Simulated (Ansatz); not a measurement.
# CH₇BGaN: how energies converge with the basis set

How large a basis does CH₇BGaN need? Two functionals are run in growing sets.

The runs use Ansatz 0.2.0, Gaussian basis; one geometry, several basis sets.

Levels to be run: PBE0-D4/def2-SVP; ωB97M-V/def2-SVP; PBE0-D4/def2-QZVPP; ωB97M-V/def2-QZVPP; the functionals' def2-TZVPP values are taken from earlier runs.

## Step 1: The geometry

All runs share one geometry, relaxed beforehand with PBE0-D4 in a triple-zeta def2 set.

SMILES `C[B](N)[GaH2]`, 11 atoms, charge 0, spin multiplicity 1.

Atoms are counted from 1 here; the program's logs count them from 0.

Bond lengths: C1–B2 1.572 Å, C1–H5 1.096 Å, C1–H6 1.096 Å, C1–H7 1.096 Å, B2–N3 1.393 Å, B2–Ga4 2.118 Å, N3–H8 1.010 Å, N3–H9 1.006 Å, Ga4–H10 1.581 Å, Ga4–H11 1.590 Å. Angles: B2–C1–H5 110.7°, B2–C1–H6 114.1°, B2–C1–H7 110.6°, H5–C1–H6 107.9°, H5–C1–H7 105.1°, H6–C1–H7 107.9°, C1–B2–N3 119.9°, C1–B2–Ga4 124.1°, N3–B2–Ga4 116.0°, B2–N3–H8 122.9°, B2–N3–H9 123.8°, H8–N3–H9 113.3°, B2–Ga4–H10 125.4°, B2–Ga4–H11 120.3°, H10–Ga4–H11 114.4°.

## Step 2: PBE0-D4 in def2-SVP

in.yaml reads:

```yaml
crystal:
  periodic: [false, false, false]
  atoms:
    - {symbol: C, position_ang: [-0.483132, 1.456391, 0.267102]}
    - {symbol: B, position_ang: [-0.083362, -0.060437, 0.166581]}
    - {symbol: N, position_ang: [-0.462828, -0.946936, 1.172110]}
    - {symbol: Ga, position_ang: [1.028190, -0.891067, -1.433860]}
    - {symbol: H, position_ang: [-1.066880, 1.762163, -0.608167]}
    - {symbol: H, position_ang: [-1.061772, 1.708502, 1.162992]}
    - {symbol: H, position_ang: [0.408931, 2.092431, 0.252222]}
    - {symbol: H, position_ang: [-0.994074, -0.662410, 1.982687]}
    - {symbol: H, position_ang: [-0.238764, -1.927888, 1.166411]}
    - {symbol: H, position_ang: [1.582522, -0.087430, -2.677803]}
    - {symbol: H, position_ang: [1.371180, -2.443329, -1.450276]}
basis:
  gaussian: {orbitals: def2-SVP}
hamiltonian: {xc: pbe0, dispersion: d4}
output: {orbitals: {seedname: orbitals}}
```

Launch:

```console
$ ansatz run in.yaml --threads 2 --pin off --events-out ev --progress --plain --max-ram 4352MiB
```

After this run come: ωB97M-V in def2-SVP; PBE0-D4 in def2-QZVPP; ωB97M-V in def2-QZVPP.

Before running them: what should the planned runs give, taken together? Wanted: PBE0-D4: double and triple zeta above quadruple; ωB97M-V: double and triple zeta above quadruple.

As calculated:

```
                                       quantity           value
PBE0-D4: double and triple zeta above quadruple  11.80, 1.38 eV
ωB97M-V: double and triple zeta above quadruple  11.94, 1.35 eV
```

What this shows: For PBE0-D4 the step from double to triple zeta gains 10.41 eV and the next only 1.38 eV. These are total energies; as a rule much of such shifts cancels in differences, which this series doesn't test.
